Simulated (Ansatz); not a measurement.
# ScGaSI2: the cost of one run

Method: DFT PBE, scalar-relativistic, plane waves, PAW, in Ansatz 0.2.0.

### Step 1. The starting structure

The structure is tetragonal, space group P4/mmm (No. 123). Conventional cell: a = 4.459 Å, b = 4.459 Å, c = 4.459 Å, α = 90.00°, β = 90.00°, γ = 90.00°. Sc (site symmetry 4/mmm) has 4 S at 3.15 Å and 8 I at 3.15 Å as nearest neighbours. Ga (site symmetry 4/mmm) is surrounded by 2 S at 2.23 Å and 4 I at 2.23 Å. S (site symmetry 4/mmm) is surrounded by 2 Ga at 2.23 Å and 4 Sc at 3.15 Å. Around I (site symmetry mmm) lie 2 Ga at 2.23 Å and 4 Sc at 3.15 Å and 4 I at 3.15 Å.

Structure file:

```
CELL_PARAMETERS angstrom
4.45941 0.00000 0.00000
0.00000 4.45941 0.00000
0.00000 0.00000 4.45941
ATOMIC_POSITIONS crystal
Sc 0.50000 0.50000 0.50000
Ga 0.00000 0.00000 0.00000
S 0.00000 0.00000 0.50000
I 0.50000 0.00000 0.00000
I 0.00000 0.50000 0.00000
```

A structure generator made this guess: ordered mixture on the anion sites of perovskite (P4/mmm, No. 123). Its size is a rough estimate.

### Step 2. The guess as it stands, on a coarse mesh

input.yaml

```yaml
crystal:
  lattice:
    - [4.45941457, 0.0, 0.0]
    - [0.0, 4.45941457, 0.0]
    - [0.0, 0.0, 4.45941457]
  atoms:
    - { symbol: Sc, position: [0.5, 0.5, 0.5] }
    - { symbol: Ga, position: [0.0, 0.0, 0.0] }
    - { symbol: S, position: [0.0, 0.0, 0.5] }
    - { symbol: I, position: [0.5, 0.0, 0.0] }
    - { symbol: I, position: [0.0, 0.5, 0.0] }
basis:
  ecutwfc: 420
kpoints:
  mp_grid: { grid: [4, 4, 4] }
hamiltonian:
  xc: pbe
scf:
  occupations: { method: gaussian, width: 0.1 }
  lower_state_search: "off"
output:
  forces: true
  stress: true
  eigenvalues: true
```

Launch:

```console
$ ansatz run input.yaml --threads 1 --pin off --max-ram 2048MiB --backend cpu --events-out ev --progress --plain --runs-dir out
```

What time and memory should one allow on 1 thread of Intel Xeon 6975P-C (Granite Rapids), shared host?

About 2.3 s, with a peak of 0.44 GiB.
